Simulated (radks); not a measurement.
# Te²⁻ held by a Watson sphere

The task here is to estimate one member of a computed series from the others.

Method: scalar-relativistic Kohn-Sham, LB94 model potential, spin-polarised, spherical densities, finite nucleus. Code: radks (a radial shooting solver on a logarithmic mesh, Libxc functionals) version 1.

### Starting point

```
element            : tellurium (Z = 52)
charge             : -2
electrons          : 54
configuration      : [Xe]
nuclear rms radius : 4.7423 fm
```

The outer shells:

Te²⁻
```
[Kr] core
4d [↑↓][↑↓][↑↓][↑↓][↑↓]
5s [↑↓]
5p [↑↓][↑↓][↑↓]
```

LB94 adds a gradient term to the LDA potential that gives it a −1/r tail. It is a model potential with no energy functional, so Etot and Exc are not given.

Set-up of the first run:

The run's settings:

```text
Z 52
configuration [Xe]
relativity scalar-relativistic
functional lda,pw
model_potential LB94
spin polarised
nucleus finite rms 4.7423 fm
c 137.035999084
watson charge 2 radius 2.41 bohr
response adiabatic LDA kernel
```

Among the steps run: R = 2.41 bohr; R = 3.45 bohr; R = 3.92 bohr; R = 4.26 bohr; R = 4.57 bohr; R = 4.91 bohr; R = 5.29 bohr; R = 5.58 bohr.

One table of the session follows, with a row left open; its other results are not shown here.

| R (bohr) | highest level (eV) | its <r> (bohr) | sum of <r²> (bohr²) | α (bohr³) |
| --- | --- | --- | --- | --- |
| 2.41 | -11.495 | 2.584 | 74.77 | 40.27 |
| 3.45 | -9.487 | 2.823 | 84.86 | 64.05 |
| 3.92 | -8.625 | 2.906 | 88.76 | 78.04 |
| 4.26 | ? | ? | ? | ? |
| 4.57 | -7.556 | 2.999 | 93.44 | 100.2 |
| 4.91 | -7.055 | 3.038 | 95.59 | 112.9 |
| 5.29 | -6.541 | 3.076 | 97.78 | 128.0 |
| 5.58 | -6.179 | 3.101 | 99.32 | 140.2 |

Q: Estimate the row for R (bohr) = 4.26 from the others.

Worked estimate for «highest level (eV)». A straight line through the neighbours (3.92, -8.625) and (4.57, -7.556) gives -8.625 + (-7.556 + 8.625) × (4.26 − 3.92) / (4.57 − 3.92) = -8.066; a parabola fitted to 4 rows on both sides gives -8.048.

The run gave: highest level (eV): -8.047; its <r> (bohr): 2.958; sum of <r²> (bohr²): 91.31; α (bohr³): 89.23. In «highest level (eV)» the line misses by -0.019 and the parabola by -0.001.

From R = 2.41 to 5.58 bohr the top level moves from -11.495 to -6.179 eV and its mean radius from 2.58 to 3.10 bohr. A wider sphere makes a shallower well, so the ion swells.
